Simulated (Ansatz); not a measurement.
**CH5As (SMILES C[AsH2]): one structure at several levels**

The task here is to estimate one member of a computed series from the others.

The runs use Ansatz 0.2.0, Gaussian basis; single points in def2-TZVPP.

Cores are frozen in the correlated methods. Filled d shells of the heavier atoms are correlated.

## The system as given

7 atoms, charge 0, spin multiplicity 1.

Atoms are counted from 1 here; the program's logs count them from 0.

Bond lengths: C1–As2 1.925 Å, C1–H3 1.079 Å, C1–H4 1.099 Å, C1–H5 1.117 Å, As2–H6 1.502 Å, As2–H7 1.508 Å. Angles: As2–C1–H3 114.4°, As2–C1–H4 109.4°, As2–C1–H5 112.4°, H3–C1–H4 105.9°, H3–C1–H5 105.1°, H4–C1–H5 109.4°, C1–As2–H6 94.9°, C1–As2–H7 95.7°, H6–As2–H7 92.3°.

As a file:

```xyz
7

C    -0.0433   -0.7265   -0.2218
As    0.7189    0.8156    0.6426
H    -0.2641   -1.5466    0.4442
H     0.6701   -1.1206   -0.9587
H    -1.0112   -0.4941   -0.7294
H    -0.5728    1.2650    1.2631
H     0.5477    1.7449   -0.5328
```

The first run:

The input, run/in.yaml:

```yaml
crystal:
  periodic: [false, false, false]
  atoms:
    - {symbol: C, position_ang: [-0.043300, -0.726500, -0.221800]}
    - {symbol: As, position_ang: [0.718900, 0.815600, 0.642600]}
    - {symbol: H, position_ang: [-0.264100, -1.546600, 0.444200]}
    - {symbol: H, position_ang: [0.670100, -1.120600, -0.958700]}
    - {symbol: H, position_ang: [-1.011200, -0.494100, -0.729400]}
    - {symbol: H, position_ang: [-0.572800, 1.265000, 1.263100]}
    - {symbol: H, position_ang: [0.547700, 1.744900, -0.532800]}
basis:
  gaussian: {orbitals: def2-TZVPP}
correlation: {method: ccsd_t}
output: {forces: true}
```

No record of the launch command was kept for these runs.

Steps of the session up to this table: CCSD(T)/def2-TZVPP; PBE0-D4/def2-TZVPP; wB97M-V/def2-TZVPP; r2SCAN-D4/def2-TZVPP; PBE-D4/def2-TZVPP; SPW92/def2-TZVPP; r2SCAN0-D4/def2-TZVPP.

One of the session's tables, all rows but one given; the rest of the session is left out.

```
    method  RMS force component (eV/Å)  angle to CCSD(T) forces (°)  dipole (D)
   CCSD(T)                       0.509                    reference        0.97
   PBE0-D4                       0.504                          7.0        1.01
   wB97M-V                           ?                            ?           ?
 r2SCAN-D4                       0.517                          5.7        1.05
    PBE-D4                       0.558                         20.0        0.98
     SPW92                       0.452                         26.3        1.04
r2SCAN0-D4                       0.507                          8.8        1.05
```

**Question.** Estimate the row for wB97M-V.

As computed: RMS force component (eV/Å): 0.501; angle to CCSD(T) forces (°): 3.8; dipole (D): 0.93. In the column «RMS force component (eV/Å)» it lies between SPW92 (0.452) and PBE0-D4 (0.504).
